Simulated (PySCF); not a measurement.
# GdH7O7 ([Gd(OH)7]4-): the cost of one run

Computed with PySCF 2.14.0 and routines of our own; the level stands in each step. Atoms count from 0.

## 1. The starting structure

15 atoms, charge -4, states of the metal's open shell are computed; geometry from: model geometry, bond lengths from ionic radii.

## 2. Ligand-field states: state-averaged CASSCF in water

Job settings and geometry (Å):

```
{"job": {"kind": "lf", "basis": {"metal": "x2c-TZVPall", "ligand": "x2c-SVPall"}, "nevpt": false, "solvent": "water", "roots": {"8": 1, "6": 48, "4": 120, "2": 113}}, "charge": -4, "metal": "Gd", "open_shell": "f7"}
Gd     0.000000     0.000000     0.000000
O      0.000000     0.000000     2.368000
H      0.800000     0.000000     2.908000
O      0.000000     0.000000    -2.368000
H     -0.800000     0.000000    -2.908000
O      2.368000     0.000000     0.000000
H      2.908000     0.800000     0.000000
O      0.731752     2.252102     0.000000
H      0.137776     3.012886     0.000000
O     -1.915752     1.391875     0.000000
H     -2.822850     1.062066     0.000000
O     -1.915752    -1.391875     0.000000
H     -1.882393    -2.356493     0.000000
O      0.731752    -2.252102     0.000000
H      1.659467    -2.518459     0.000000
```

Method: state-averaged CASSCF of the metal f shell, state-interaction spin-orbit coupling.

On the command line:

```console
$ OMP_NUM_THREADS=1 python lf_run.py task.json out
```

The driver reads the jobs from task.json and runs them one after another.

**Question.** How long does this first job take on 1 thread of Arm Neoverse V1, shared host, and how much memory does it need?

About 74 s, with a peak of 0.94 GiB.
